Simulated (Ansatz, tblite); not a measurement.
# The cluster Ga₃N₃−: a ladder of methods and basis sets

How do method and basis change the picture of the cluster Ga₃N₃− (doublet)?

Method: as each input shows; program: Ansatz 0.2.0, Gaussian basis.

The runs, in order: GFN1-xTB, GFN2-xTB, PBE-D4/def2-TZVPD, r2SCAN-D4/def2-TZVPD, revPBE-D4/def2-TZVPD, LC-ωPBE/def2-TZVPD, MP2/def2-TZVPD, RPA/def2-TZVPD.

7 further runs of the same task are left out: 2 that didn't finish, 5 set aside as unsound or not needed. Runs told in other sessions of the task aren't counted.

### 1 The relaxed structure

The doublet was relaxed beforehand with PBE-D4/def2-SVPD. At that level it is the lowest of the isomers that a small search found.

6 atoms, charge -1, spin multiplicity 2.

Bond lengths: Ga1–Ga3 2.599 Å, Ga1–N6 1.773 Å, Ga2–N6 1.814 Å, Ga3–N5 2.162 Å, N4–N5 1.144 Å. Angles: Ga3–Ga1–N6 170.4°, Ga1–Ga3–N5 80.7°, Ga3–N5–N4 164.3°, Ga1–N6–Ga2 178.0°.

The ion is computed in the gas phase, without counter-ions or solvent.

PBE0-D4/def2-TZVPD was run before; its log isn't repeated, and its numbers join the tables.

### 2 GFN1-xTB

Tight binding, by tblite at 300 K electronic temperature and without a spin-polarisation term:

```python
tblite.interface.Calculator('GFN1-xTB', numbers, positions, charge=-1, uhf=1).singlepoint()
```

Energy -371.5390 eV; 0.005 s.

### 3 GFN2-xTB

Tight binding, by tblite at 300 K electronic temperature and without a spin-polarisation term:

```python
tblite.interface.Calculator('GFN2-xTB', numbers, positions, charge=-1, uhf=1).singlepoint()
```

Energy -339.4387 eV; 0.005 s.

### 4 PBE-D4/def2-TZVPD

start.molden holds the orbitals of an earlier run on this state, given as this run's starting guess.

Input file in.yaml:

```yaml
crystal:
  periodic: [false, false, false]
  atoms:
    - {symbol: Ga, position_ang: [-0.389033, -0.730198, 0.028097]}
    - {symbol: Ga, position_ang: [-3.969681, -0.942501, 0.022721]}
    - {symbol: Ga, position_ang: [2.199426, -0.963893, 0.036006]}
    - {symbol: N, position_ang: [2.272881, 2.311189, -0.079912]}
    - {symbol: N, position_ang: [2.043507, 1.191492, -0.040145]}
    - {symbol: N, position_ang: [-2.157100, -0.866098, 0.033233]}
basis:
  gaussian: {orbitals: def2-TZVPD, initial_orbitals: start.molden}
total_charge: -1
magnetization: {spin_polarized: true, initial_magnetization: 1}
hamiltonian: {xc: pbe, dispersion: d4}
scf: {omitted_lower_state_checks: [starts]}
output: {forces: true, orbitals: {seedname: orbitals}}
```

Run with:

```console
$ ansatz run in.yaml --threads 4 --pin off --events-out ev --progress --plain --max-ram 4787MiB
```

The runs that follow: r2SCAN-D4/def2-TZVPD; revPBE-D4/def2-TZVPD; LC-ωPBE/def2-TZVPD; MP2/def2-TZVPD; RPA/def2-TZVPD.

Q: Predict the results of all the runs planned. Wanted: gap in def2-TZVPD, named functionals, smallest and largest; correlation energy, MP2/def2-TZVPD; ⟨S²⟩ in def2-TZVPD, named functionals, smallest and largest.

**Answer**, as computed:

| quantity | value |
| --- | --- |
| gap in def2-TZVPD, named functionals, smallest and largest | 0.67 eV (PBE-D4), 6.11 eV (LC-ωPBE) |
| correlation energy, MP2/def2-TZVPD | -33.69 eV |
| ⟨S²⟩ in def2-TZVPD, named functionals, smallest and largest | 0.753, 0.762 |

What this shows: Orbital gaps of the named functionals in def2-TZVPD span 0.67 eV (PBE-D4) to 6.11 eV (LC-ωPBE); exact exchange widens it. Over the named functionals in def2-TZVPD spin contamination reaches 0.01 (LC-ωPBE), which is small. PBE-D4, revPBE-D4 put the HOMO above zero; others here keep it below zero, so the sign hangs on the functional's self-interaction and doesn't show that the species is unbound.
